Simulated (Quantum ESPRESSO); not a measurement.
# ScSi2 in Quantum ESPRESSO: the effect of dispersion

Crystal: ScSi2.

```
Sc Si
1.0
     3.66000    0.00000    0.00000
    -1.83000    3.16965    0.00000
     0.00000    0.00000    3.87000
Sc Si
1 2
Direct
  0.00000 0.00000 0.00000
  0.66667 0.33333 0.50000
  0.33333 0.66667 0.50000
```

Alike in all runs:

```yaml
Program: Quantum ESPRESSO 7.5
Task: phonons
Potentials_or_basis: GBRV 1.5 PBE
Cutoff: 612 eV
Density_cutoff: 4898 eV
k_mesh: 6 × 6 × 5
Occupations: cold, width 0.2 eV
Spin: no spin polarisation
```

Each run relaxes the cell or the atoms first.

| dispersion | functional | relaxed volume (Å³/atom) | highest phonon frequency (cm⁻¹) |
| --- | --- | --- | --- |
| none | PBE | 16.81 | 455 |
| D2 | PBE | 16.49 | 469 |
| D3(BJ) two-body | PBE | 16.05 | 491 |
| rVV10 | rPW86PBE | ? | ? |
| rev-vdW-DF2 | rev-vdW-DF2 | 16.66 | 459 |

What does the run with dispersion rVV10 give?

Relaxed volume 17.01 Å³/atom; highest phonon frequency 448 cm⁻¹.

Caveats: the mesh is thin for the phonons of a metal; pairwise dispersion overbinds metals, which lowers pressure and volume (some runs); the potentials were made for another functional, which shifts forces and pressure (some runs).
